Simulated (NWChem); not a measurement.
**One shape, several levels: SiAsNH6 (SMILES N[AsH][SiH3])**

Wanted: a comparison of 6 runs (HF/def2-SVP, B3LYP/6-31G*, M06-2X/def2-SVP, PBE0/def2-SVP, MP2/def2-SVP, CCSD(T)/def2-SVP) of SiAsNH6. 

Program for the calculation: NWChem 7.3.0.

2 further runs of the same task are left out: 2 set aside as unsound or not needed. Runs told in other sessions of the task aren't counted.

**1. The structure to begin with**

SiAsNH6 has 9 atoms, charge 0, and is taken as a singlet. As SMILES, `N[AsH][SiH3]`. The N1–H5 distance was set to 2.224 Å, away from the relaxed value. At this shape a bond of the SMILES string is far longer than usual.

Bond lengths: N1–As2 1.864 Å, As2–Si3 2.365 Å, N1–H4 1.011 Å, As2–H6 1.537 Å, Si3–H7 1.488 Å, Si3–H8 1.485 Å, Si3–H9 1.489 Å. Angles: N1–As2–Si3 95.0°, N1–As2–H6 101.5°, Si3–As2–H6 91.9°, As2–N1–H4 110.5°, As2–Si3–H7 108.9°, As2–Si3–H8 109.3°, As2–Si3–H9 111.1°, H7–Si3–H8 109.3°, H7–Si3–H9 109.2°, H8–Si3–H9 109.0°.

**2. The energy at HF/def2-SVP (run 1)**

input.nw reads:

```
start input
memory stack 880 mb heap 220 mb global 1100 mb
geometry noautosym nocenter noautoz
  N     -0.592050     0.208630    -2.121579
  As     1.244150    -0.072270    -1.964879
  Si     1.066350    -1.575070    -0.147379
  H     -0.794650     0.781030    -2.930279
  H     -1.525300     1.144300    -0.332300
  H      1.653150     1.082230    -1.035779
  H      2.398550    -1.704370     0.501921
  H      0.632950    -2.903670    -0.649279
  H      0.077850    -1.090070     0.854621
end
basis spherical bse
  * library def2-SVP
end
scf
  thresh 1e-08
  maxiter 80
  noprint "final vectors analysis"
end
task scf energy
```

Run with:

```bash
$ nwchem input.nw > input.out
```

The log of the run:

```text
[...]
  functions       =    94
[...]
  wavefunction    = RHF
[...]
         Total SCF energy =  -2580.424232783284
      One-electron energy =  -4109.228297521631
      Two-electron energy =   1269.833856471873
 Nuclear repulsion energy =    258.970208266475
        Time for solution =     34.5s
[...]
```

It took 36 s on 1 thread of AMD EPYC 7R43 (Zen 3), shared host; peak memory 0.098 GiB.

**3. A single-point energy at B3LYP/6-31G(d) (spherical functions) (run 2)**

ash6nsi.nw reads:

```
echo
start ash6nsi
title "AsH6NSi energy"
memory total 2200 mb

geometry units angstroms noautosym nocenter noautoz
  N       -0.592050       0.208630      -2.121579
  As       1.244150      -0.072270      -1.964879
  Si       1.066350      -1.575070      -0.147379
  H       -0.794650       0.781030      -2.930279
  H       -1.525300       1.144300      -0.332300
  H        1.653150       1.082230      -1.035779
  H        2.398550      -1.704370       0.501921
  H        0.632950      -2.903670      -0.649279
  H        0.077850      -1.090070       0.854621
end

basis spherical bse
  * library 6-31G*
end

dft
  xc b3lyp
  grid xfine
  convergence energy 1e-08
  maxiter 100
  mulliken
end

task dft energy
```

Run with:

```bash
$ nwchem ash6nsi.nw > ash6nsi.out
```

The log of the run:

```text
[...]
          Wavefunction type:  closed shell.
          No. of atoms     :     9
          No. of electrons :    60
[...]
          Charge           :     0
          Spin multiplicity:     1
[...]
          AO basis - number of functions:    76
[...]
              XC Information
              --------------
                         B3LYP Method XC Potential
                     Hartree-Fock (Exact) Exchange  0.200
                        Slater Exchange Functional  0.800 local
                    Becke 1988 Exchange Functional  0.720 non-local
              Lee-Yang-Parr Correlation Functional  0.810
                  VWN I RPA Correlation Functional  0.190 local
[...]
 d= 0,ls=0.0,diis     1  -2583.1938321380 -2.84D+03  2.33D-02  4.69D-01     4.4
[...]
 d= 0,ls=0.0,diis    12  -2583.2880545267 -5.45D-09  1.67D-06  5.24D-09    37.8
         Total DFT energy =    -2583.288054526735
      One electron energy =    -4109.033169183115
           Coulomb energy =     1379.757271111312
    Exchange-Corr. energy =     -112.982364721407
 Nuclear repulsion energy =      258.970208266475
[...]
      Total Density - Mulliken Population Analysis
     ---------------------------------------------
    Atom       Charge   Shell Charges
 -----------   ------   -------------------------------------------------------
    1 N    7     7.58   2.00  0.84  2.23  0.97  1.52  0.02
    2 As  33    32.85   2.00  2.00  6.00  2.00  5.98  1.52  2.45  0.21  0.53  6.89  2.93  0.33
    3 Si  14    13.75   2.00  2.00  5.96  1.03  1.94  0.28  0.41  0.13
    4 H    1     0.67   0.51  0.16
    5 H    1     1.01   0.32  0.69
    6 H    1     0.98   0.48  0.50
    7 H    1     1.07   0.51  0.56
    8 H    1     1.05   0.51  0.54
    9 H    1     1.04   0.51  0.54
[...]
```

Run time: 39 s. Hardware: 1 thread of AMD EPYC 7R43 (Zen 3), shared host; peak memory 0.14 GiB.

Runs 3 to 5 aren't shown in full; the table further down has their settings and results.

**4. A single-point energy at CCSD(T)/def2-SVP (run 6)**

mymol.nw reads:

```
start mymol
title "AsH6NSi"
memory total 2200 mb
charge 0
geometry noautosym nocenter noautoz
   N    -0.592050    0.208630   -2.121579
   As    1.244150   -0.072270   -1.964879
   Si    1.066350   -1.575070   -0.147379
   H    -0.794650    0.781030   -2.930279
   H    -1.525300    1.144300   -0.332300
   H     1.653150    1.082230   -1.035779
   H     2.398550   -1.704370    0.501921
   H     0.632950   -2.903670   -0.649279
   H     0.077850   -1.090070    0.854621
end
basis spherical bse
   N library def2-SVP
   As library def2-SVP
   Si library def2-SVP
   H library def2-SVP
end
scf
   thresh 1e-08
   maxiter 80
end
ccsd
   freeze core 15
   maxiter 60
end
task ccsd(t) energy
```

Run with:

```bash
$ nwchem mymol.nw > mymol.out
```

The log of the run:

```text
[...]
  functions       =    94
[...]
  wavefunction    = RHF
[...]
         Total SCF energy =  -2580.424232783284
      One-electron energy =  -4109.228297521631
      Two-electron energy =   1269.833856471873
 Nuclear repulsion energy =    258.970208266475
        Time for solution =     26.9s
[...]
 Total MP2 energy:          -2580.978571194804772
[...]
             energy      energy      error      ampl     ampl      Block
                                                time     time      time
[...]
 Total CCSD energy:          -2581.034585148216138
[...]
 Total CCSD+T(CCSD) energy:          -2581.066284997876210
[...]
 Total CCSD(T) energy:               -2581.063959066973439
[...]
```

Run time: 4 min. Hardware: 1 thread of AMD EPYC 7R43 (Zen 3), shared host; peak memory 0.3 GiB.

**5. Overview of the runs**

```tsv
run	level	iteration cap	module	energy (Eh)	dipole moment (D) of the reference	wall time
1	HF/def2-SVP	80	scf	-2580.424233	1.46	36 s
2	B3LYP/6-31G* (spherical functions)	100	dft	-2583.288055	1.32	39 s
3	M06-2X/def2-SVP	100	dft	-2583.067752	1.23	29 s
4	PBE0/def2-SVP	100	dft	-2582.657081	1.33	23 s
5	MP2/def2-SVP	80	mp2	-2580.978571	–	38 s
6	CCSD(T)/def2-SVP	80	ccsd(t)	-2581.063959	–	4 min
```

**6. Results**

| quantity | value |
| --- | --- |
| run 6: total energy | -2581.06396 Eh |
| run 6: HOMO energy (Hartree–Fock orbitals) | -8.88 eV |
| run 6: LUMO energy (Hartree–Fock orbitals) | -0.52 eV |
| run 6: HOMO–LUMO gap (Hartree–Fock orbitals) | 8.36 eV |
| run 6: correlation energy (15 core orbitals frozen) | -639.7 mEh |
| run 6: (T) correction | -29.37 mEh |

In words: Below the HF energy at the same shape and in the same basis (def2-SVP): MP2 -554.3 mEh; CCSD(T) -639.7 mEh. Over runs 1, 2, 3, 4 the dipole moment (its size) runs from 1.23 D (M06-2X/def2-SVP) to 1.46 D (HF/def2-SVP). Totals of different functionals can't be ranked against each other. In all runs a closed-shell determinant meets a far-stretched bond; if it breaks into open shells, such a determinant describes it badly, and no broken-symmetry solution was shown. All runs together took 6.7 min, the longest 4 min.
